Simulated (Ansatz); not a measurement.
# SnSe2: further runs on the relaxed cell

One table from this session's results is given with a row withheld; the runs are named, their logs left out.

Method: DFT PBE+D3(BJ), scalar-relativistic, plane waves, PAW, in Ansatz 0.2.0.

3 further runs of the same task are left out: 3 set aside as unsound or not needed.

## The system as given

The structure is trigonal, space group P-3m1 (No. 164). Conventional cell: a = 3.838 Å, b = 3.838 Å, c = 6.015 Å, α = 90.00°, β = 90.00°, γ = 120.00°. Sn (site symmetry -3m) is surrounded by 6 Se at 2.73 Å. Se (site symmetry 3m) is surrounded by 3 Sn at 2.73 Å.

As a file:

```cif
data_structure
_symmetry_space_group_name_H-M 'P 1'
_symmetry_Int_Tables_number 1
_cell_length_a 3.8381
_cell_length_b 3.8381
_cell_length_c 6.0147
_cell_angle_alpha 90.000
_cell_angle_beta 90.000
_cell_angle_gamma 120.000
_cell_volume 76.73
loop_
_atom_site_label
_atom_site_type_symbol
_atom_site_fract_x
_atom_site_fract_y
_atom_site_fract_z
_atom_site_occupancy
Sn1 Sn 0.00000 0.00000 0.00000 1
Se1 Se 0.33333 0.66667 0.26509 1
Se2 Se 0.66667 0.33333 0.73491 1
```

It is the result of an earlier relaxation at this level (volume 25.58 Å³/atom; gap on the mesh: 0.35 eV).

Set-up of the first run:

Contents of input.yaml:

```yaml
crystal:
  lattice:
    - [3.7993065196, 0.0, 0.0]
    - [-1.8996532598, 3.2902959628, 0.0]
    - [0.0, 0.0, 5.9539200444]
  atoms:
    - { symbol: Sn, position: [0.0, 0.0, 0.0] }
    - { symbol: Se, position: [0.3333333333, 0.6666666667, 0.2650914472] }
    - { symbol: Se, position: [0.6666666667, 0.3333333333, 0.7349085528] }
basis:
  ecutwfc: 420
kpoints:
  mp_grid: { grid: [12, 12, 6] }
hamiltonian:
  xc: pbe
  dispersion: d3bj
scf:
  occupations: { method: gaussian, width: 0.02 }
output:
  forces: true
  stress: true
  eigenvalues: true
relax:
  adjacent_minimum: "off"
  f_tol: 0.01
  max_steps: 30
  cell: { stress_tol: 0.1, fix: [volume] }
```

Started as:

```console
ansatz run input.yaml --threads 1 --pin off --max-ram 2560MiB --backend cpu --events-out ev --progress --plain --runs-dir out
```

Steps of the session up to this table: Point at V/V0 = 0.97; Point at V/V0 = 1.03; Point at V/V0 = 0.94; Point at V/V0 = 1.06; The cell scaled to 0.91 of its volume; Volume × 1.10; The cell scaled to 0.88 of its volume.

One of the session's tables, all rows but one given; the rest of the session is left out.

It belongs to the step «Energy against volume». 

```
volume (Å³/atom)  energy above the lowest point (meV/atom)  pressure (GPa)  gap on the mesh (eV)
          22.508                                      50.0            6.27                  0.00
          23.275                                      25.6            4.05                  0.00
          24.042                                      10.2            2.38                  0.08
          24.810                                       2.3            1.01                  0.21
          25.577                                       0.0            0.02                  0.35
          26.344                                       1.8           -0.71                  0.49
          27.112                                         ?               ?                     ?
          28.135                                      15.0           -1.51                  0.66
```

Estimate the missing values for volume (Å³/atom) = 27.112.

Worked estimate for «energy above the lowest point (meV/atom)». A straight line through the neighbours (26.344, 1.8) and (28.135, 15.0) gives 1.8 + (15.0 − 1.8) × (27.112 − 26.344) / (28.135 − 26.344) = 7.5; a parabola fitted to 3 rows on both sides gives 5.9.

**Answer.** energy above the lowest point (meV/atom): 6.4; pressure (GPa): -1.16; gap on the mesh (eV): 0.64. In «energy above the lowest point (meV/atom)» the line misses by +1.1 and the parabola by -0.5.

Caveats from the session: Absorption along z passes 10⁴ cm⁻¹ at 1.0 eV, beside a least direct gap of 0.84 eV on the SCF mesh; the indirect gap of 0.35 eV gives no absorption without phonons.
